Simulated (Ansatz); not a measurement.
# Ni (Fm-3m): equation of state

Aim: the bulk modulus of Ni (Fm-3m) from energies at several volumes around the relaxed one.

Program: Ansatz 0.2.0. Level of theory: DFT PBE, scalar-relativistic, plane waves, PAW. These are calculated values, not measurements.

## (1) The starting structure

Symmetry: Fm-3m, No. 225, cubic system. Conventional cell: a = 3.519 Å, b = 3.519 Å, c = 3.519 Å, α = 90.00°, β = 90.00°, γ = 90.00°. Ni (site symmetry m-3m) is surrounded by 12 Ni at 2.49 Å.

Structure file:

```
CELL_PARAMETERS angstrom
0.00000 1.75931 1.75931
1.75931 0.00000 1.75931
1.75931 1.75931 0.00000
ATOMIC_POSITIONS crystal
Ni 0.00000 0.00000 0.00000
```

An earlier run at PBE left this cell at 10.891 Å³/atom and 0.00 GPa (22×22×22 mesh).

Volume factors to run: 0.980, 1.020, 0.960, 1.040.

## (2) Volume × 0.980

Input file input.yaml:

```yaml
crystal:
  lattice:
    - [0.0, 1.7475018169, 1.7475018169]
    - [1.7475018169, 0.0, 1.7475018169]
    - [1.7475018169, 1.7475018169, 0.0]
  atoms:
    - { symbol: Ni, position: [0.0, 0.0, 0.0], spin: 0.76 }
basis:
  ecutwfc: 420
  ecutrho_ratio: 4
kpoints:
  mp_grid: { grid: [22, 22, 22] }
hamiltonian:
  xc: pbe
scf:
  occupations: { method: gaussian, width: 0.05 }
output:
  forces: true
  stress: true
  eigenvalues: true
  populations: true
magnetization:
  spin_polarized: true
```

Run with:

```bash
> ansatz run input.yaml --threads 1 --pin off --max-ram 2560MiB --backend cpu --events-out ev --progress --plain --runs-dir out
```

What it wrote (excerpt; [...] marks lines left out):

```text
Warning: RAYON_NUM_THREADS=1 ignored (pool sized by the plan → 1); use --threads N
[...]
Pseudopotentials: kind: paw
Pseudopotential: Ni, paw, valence charge 18, recommended cutoff 420 eV (normal), Ni.paw.azcp
Functional definition: PBE
[...]
Crystal: 1 atoms, lattice volume = 10.673 Å³
Basis set: ecut = 420 eV, 181 PW (Γ), exchange–correlation on 36×36×36 points (8 copies of the dense FFT grid, shifted against one another)
Bands: 14, of which v1, the nominal top of the filled ones, is band 9 counted from 1 (8 counted from 0)
Symmetry: 48 space group operations
Space group: Fm-3m (ITA 225), of the structure as read, at distance tolerance 2.2e-5 Å
Magnetic group: BNS 225.116 (UNI 1618), of the structure as read, at distance tolerance 2.2e-5 Å
k-points: 328 of 10648
[...]
Starting moments: Σ|m| = 0.76 μB on 1 of 1 site
[...]
SCF iter   1: F=—  HF=-5839.007305 eV  |F-HF|=—  |Δ(HF+E_count)|=         —  Δρ=9.48e-2 (↑1.64e-2 ↓9.48e-2)  dr2=7.62e-1  dr2_m=1.63e-1  M=0.862 μB ∫|m|=0.921 μB  β_m=0.30  ethr=3.10e-3  ⟨swp⟩=5.7  Hψ=48604  notcnv=0
[...]
SCF iter  11: F=-5839.719560 eV  HF=-5839.719560 eV  |F-HF|=1.95e-10  |Δ(HF+E_count)|=  2.70e-10  Δρ=1.45e-6 (↑5.83e-7 ↓1.45e-6)  dr2=2.86e-10  dr2_m=2.07e-11  M=0.649 μB ∫|m|=0.738 μB  ethr=6.69e-11  ⟨swp⟩=4.6  Hψ=33619  notcnv=0
[...]
SCF converged after 11 iterations
Magnetization: 0.6485 μB (9.3243 up, 8.6757 down)
Absolute magnetization: 0.7389 μB (∫|ρ↑−ρ↓|, with the PAW one-centre terms)
Spin contamination: 0.0071 ħ² per cell (⟨S²⟩ above its minimum at these occupations)
Per-site moments (μB) at R_I (Å): [(0.6870093295519051, 1.0194280675142873)]
Free energy (F): -5839.719560 eV
[...]
E sigma→0 (E₀):  -5839.718671 eV
Entropy (-TS):   -0.001778 eV (-1.778 meV/atom)
Fermi energy:    18.643729 eV
[...]
--- Forces (eV/Å), atoms counted from 1 ---
  atom   1  Ni    -0.00000000     0.00000000     0.00000000
[...]
--- Stress (GPa, compression-positive) ---
        4.251753       0.000000      -0.000000
        0.000000       4.251753       0.000000
       -0.000000       0.000000       4.251753
  P = ⅓ Tr σ = 4.2518 GPa (42.518 kbar)
--- Band table (eV; the first three rows and the last of 656) ---
  k-point 0 ↑: bands = ["-85.0964", "-45.3443", "-45.3443", "-45.3443", "9.3650", "16.1011", "16.1011", "16.1011", "17.3286", "17.3286", "42.2727", "46.3913", "46.3913", "46.3913"]
[...]
--- Löwdin populations: 1 site ---
  site symbol       q [e]    m [muB]
     0     Ni     17.7790     0.6789
  spilling = 0.012279 (of n_electrons = 18.000000)
```

It took 15 s on 1 thread of Intel Xeon Platinum 8259CL at 2.50GHz (Skylake/Cascade Lake), shared host; peak memory 0.47 GiB.

Read off: volume 10.673 Å³/atom, pressure 4.25 GPa, a metal on this mesh, moments in the atoms' spheres Ni 0.69 μB.

## (3) Volume × 1.020

input.yaml: that of step 2 with these lines changed.

```diff
@@ -2,5 +2,5 @@
   lattice:
-    - [0.0, 1.7475018169, 1.7475018169]
-    - [1.7475018169, 0.0, 1.7475018169]
-    - [1.7475018169, 1.7475018169, 0.0]
+    - [0.0, 1.7709610164, 1.7709610164]
+    - [1.7709610164, 0.0, 1.7709610164]
+    - [1.7709610164, 1.7709610164, 0.0]
   atoms:
```

Run with:

```bash
> ansatz run input.yaml --threads 1 --pin off --max-ram 2560MiB --backend cpu --events-out ev --progress --plain --runs-dir out
```

What it wrote (excerpt; [...] marks lines left out):

```text
Warning: RAYON_NUM_THREADS=1 ignored (pool sized by the plan → 1); use --threads N
[...]
Pseudopotentials: kind: paw
Pseudopotential: Ni, paw, valence charge 18, recommended cutoff 420 eV (normal), Ni.paw.azcp
Functional definition: PBE
[...]
Crystal: 1 atoms, lattice volume = 11.109 Å³
Basis set: ecut = 420 eV, 229 PW (Γ), exchange–correlation on 36×36×36 points (8 copies of the dense FFT grid, shifted against one another)
Bands: 14, of which v1, the nominal top of the filled ones, is band 9 counted from 1 (8 counted from 0)
Symmetry: 48 space group operations
Space group: Fm-3m (ITA 225), of the structure as read, at distance tolerance 2.2e-5 Å
Magnetic group: BNS 225.116 (UNI 1618), of the structure as read, at distance tolerance 2.2e-5 Å
k-points: 328 of 10648
[...]
Starting moments: Σ|m| = 0.76 μB on 1 of 1 site
[...]
Absolute magnetization: 0.7473 μB (∫|ρ↑−ρ↓|, with the PAW one-centre terms)
Spin contamination: 0.0078 ħ² per cell (⟨S²⟩ above its minimum at these occupations)
Per-site moments (μB) at R_I (Å): [(0.6914457248704019, 1.033113298728605)]
Free energy (F): -5839.719770 eV
[...]
E sigma→0 (E₀):  -5839.718838 eV
Entropy (-TS):   -0.001864 eV (-1.864 meV/atom)
Fermi energy:    17.732242 eV
[...]
--- Forces (eV/Å), atoms counted from 1 ---
  atom   1  Ni    -0.00000000     0.00000000    -0.00000000
[...]
--- Stress (GPa, compression-positive) ---
       -3.779863       0.000000      -0.000000
       -0.000000      -3.779863      -0.000000
       -0.000000       0.000000      -3.779863
  P = ⅓ Tr σ = -3.7799 GPa (-37.799 kbar)
--- Band table (eV; the first three rows and the last of 656) ---
  k-point 0 ↑: bands = ["-85.9408", "-46.2067", "-46.2067", "-46.2067", "8.7332", "15.2878", "15.2878", "15.2878", "16.4523", "16.4523", "41.0345", "44.8223", "44.8223", "44.8223"]
[...]
--- Löwdin populations: 1 site ---
  site symbol       q [e]    m [muB]
     0     Ni     17.7787     0.6829
  spilling = 0.012295 (of n_electrons = 18.000000)
```

It took 14 s on 1 thread of Intel Xeon Platinum 8259CL at 2.50GHz (Skylake/Cascade Lake), shared host; peak memory 0.47 GiB.

Result: volume 11.109 Å³/atom, pressure -3.78 GPa, metallic, moments in the atoms' spheres Ni 0.69 μB.

## (4) Volume × 0.960

input.yaml: that of step 3 with these lines changed.

```diff
@@ -2,5 +2,5 @@
   lattice:
-    - [0.0, 1.7709610164, 1.7709610164]
-    - [1.7709610164, 0.0, 1.7709610164]
-    - [1.7709610164, 1.7709610164, 0.0]
+    - [0.0, 1.7355322507, 1.7355322507]
+    - [1.7355322507, 0.0, 1.7355322507]
+    - [1.7355322507, 1.7355322507, 0.0]
   atoms:
```

Run with:

```bash
> ansatz run input.yaml --threads 1 --pin off --max-ram 2560MiB --backend cpu --events-out ev --progress --plain --runs-dir out
```

What it wrote (excerpt; [...] marks lines left out):

```text
Warning: RAYON_NUM_THREADS=1 ignored (pool sized by the plan → 1); use --threads N
[...]
Pseudopotentials: kind: paw
Pseudopotential: Ni, paw, valence charge 18, recommended cutoff 420 eV (normal), Ni.paw.azcp
Functional definition: PBE
[...]
Crystal: 1 atoms, lattice volume = 10.455 Å³
Basis set: ecut = 420 eV, 181 PW (Γ), exchange–correlation on 36×36×36 points (8 copies of the dense FFT grid, shifted against one another)
Bands: 14, of which v1, the nominal top of the filled ones, is band 9 counted from 1 (8 counted from 0)
Symmetry: 48 space group operations
Space group: Fm-3m (ITA 225), of the structure as read, at distance tolerance 2.2e-5 Å
Magnetic group: BNS 225.116 (UNI 1618), of the structure as read, at distance tolerance 2.2e-5 Å
k-points: 328 of 10648
[...]
Starting moments: Σ|m| = 0.76 μB on 1 of 1 site
[...]
Absolute magnetization: 0.7343 μB (∫|ρ↑−ρ↓|, with the PAW one-centre terms)
Spin contamination: 0.0067 ħ² per cell (⟨S²⟩ above its minimum at these occupations)
Per-site moments (μB) at R_I (Å): [(0.6843256337606789, 1.0124454643362852)]
Free energy (F): -5839.710595 eV
[...]
E sigma→0 (E₀):  -5839.709729 eV
Entropy (-TS):   -0.001731 eV (-1.731 meV/atom)
Fermi energy:    19.128215 eV
[...]
--- Forces (eV/Å), atoms counted from 1 ---
  atom   1  Ni    -0.00000000    -0.00000000     0.00000000
[...]
--- Stress (GPa, compression-positive) ---
        9.033300       0.000000      -0.000000
       -0.000000       9.033300      -0.000000
        0.000000       0.000000       9.033300
  P = ⅓ Tr σ = 9.0333 GPa (90.333 kbar)
--- Band table (eV; the first three rows and the last of 656) ---
  k-point 0 ↑: bands = ["-84.6479", "-44.8855", "-44.8855", "-44.8855", "9.7028", "16.5328", "16.5328", "16.5328", "17.7943", "17.7943", "42.9242", "47.2038", "47.2038", "47.2038"]
[...]
--- Löwdin populations: 1 site ---
  site symbol       q [e]    m [muB]
     0     Ni     17.7793     0.6764
  spilling = 0.012263 (of n_electrons = 18.000000)
```

Wall time 17 s (1 thread of Intel Xeon Platinum 8259CL at 2.50GHz (Skylake/Cascade Lake), shared host); peak memory 0.48 GiB.

Result: volume 10.455 Å³/atom, pressure 9.03 GPa, no gap, moments in the atoms' spheres Ni 0.68 μB.

## (5) Scaling the volume by 1.040

input.yaml: that of step 4 with these lines changed.

```diff
@@ -2,5 +2,5 @@
   lattice:
-    - [0.0, 1.7355322507, 1.7355322507]
-    - [1.7355322507, 0.0, 1.7355322507]
-    - [1.7355322507, 1.7355322507, 0.0]
+    - [0.0, 1.7824610855, 1.7824610855]
+    - [1.7824610855, 0.0, 1.7824610855]
+    - [1.7824610855, 1.7824610855, 0.0]
   atoms:
```

Run with:

```bash
> ansatz run input.yaml --threads 1 --pin off --max-ram 2560MiB --backend cpu --events-out ev --progress --plain --runs-dir out
```

What it wrote (excerpt; [...] marks lines left out):

```text
Warning: RAYON_NUM_THREADS=1 ignored (pool sized by the plan → 1); use --threads N
[...]
Pseudopotentials: kind: paw
Pseudopotential: Ni, paw, valence charge 18, recommended cutoff 420 eV (normal), Ni.paw.azcp
Functional definition: PBE
[...]
Crystal: 1 atoms, lattice volume = 11.326 Å³
Basis set: ecut = 420 eV, 229 PW (Γ), exchange–correlation on 36×36×36 points (8 copies of the dense FFT grid, shifted against one another)
Bands: 14, of which v1, the nominal top of the filled ones, is band 9 counted from 1 (8 counted from 0)
Symmetry: 48 space group operations
Space group: Fm-3m (ITA 225), of the structure as read, at distance tolerance 2.2e-5 Å
Magnetic group: BNS 225.116 (UNI 1618), of the structure as read, at distance tolerance 2.2e-5 Å
k-points: 328 of 10648
[...]
Starting moments: Σ|m| = 0.76 μB on 1 of 1 site
[...]
Absolute magnetization: 0.7512 μB (∫|ρ↑−ρ↓|, with the PAW one-centre terms)
Spin contamination: 0.0081 ħ² per cell (⟨S²⟩ above its minimum at these occupations)
Per-site moments (μB) at R_I (Å): [(0.6934549122668139, 1.0398220146255024)]
Free energy (F): -5839.712303 eV
[...]
E sigma→0 (E₀):  -5839.711343 eV
Entropy (-TS):   -0.001919 eV (-1.919 meV/atom)
Fermi energy:    17.303068 eV
[...]
--- Forces (eV/Å), atoms counted from 1 ---
  atom   1  Ni    -0.00000000     0.00000000     0.00000000
[...]
--- Stress (GPa, compression-positive) ---
       -7.138124      -0.000000      -0.000000
        0.000000      -7.138124       0.000000
        0.000000       0.000000      -7.138124
  P = ⅓ Tr σ = -7.1381 GPa (-71.381 kbar)
--- Band table (eV; the first three rows and the last of 656) ---
  k-point 0 ↑: bands = ["-86.3387", "-46.6125", "-46.6125", "-46.6125", "8.4375", "14.9041", "14.9041", "14.9041", "16.0395", "16.0395", "40.4463", "44.0842", "44.0842", "44.0842"]
[...]
--- Löwdin populations: 1 site ---
  site symbol       q [e]    m [muB]
     0     Ni     17.7787     0.6847
  spilling = 0.012296 (of n_electrons = 18.000000)
```

It took 14 s on 1 thread of Intel Xeon Platinum 8259CL at 2.50GHz (Skylake/Cascade Lake), shared host; peak memory 0.49 GiB.

Result: volume 11.326 Å³/atom, pressure -7.14 GPa, no gap, moments in the atoms' spheres Ni 0.69 μB.

## (6) The fit

Energies have the smearing extrapolated to zero and count from the lowest point.

```csv
volume (Å³/atom),energy (meV/atom),pressure (GPa),gap (eV),moment of atom 1 (μB)
10.455,11.76,9.03,metal,0.68
10.673,2.81,4.25,metal,0.69
10.891,0.00,0.00,metal,0.69
11.109,2.65,-3.78,metal,0.69
11.326,10.14,-7.14,metal,0.69
```

volume (Å³/atom), energy (meV/atom) and a bar:
```
    10.46       11.8 ##############################
    10.67        2.8 #######
    10.89        0.0 
    11.11        2.6 #######
    11.33       10.1 ##########################
```

## (7) Outcome

```
          quantity           value
                V0  10.890 Å³/atom
                B0         200 GPa
               B0′             4.9
scatter of the fit  0.001 meV/atom
```

The fitted minimum lies at 10.89 Å³/atom, and the bulk modulus is 200 GPa, a stiff solid. One per cent of compression takes about 2.0 GPa. These are values at 0 K without zero-point motion.
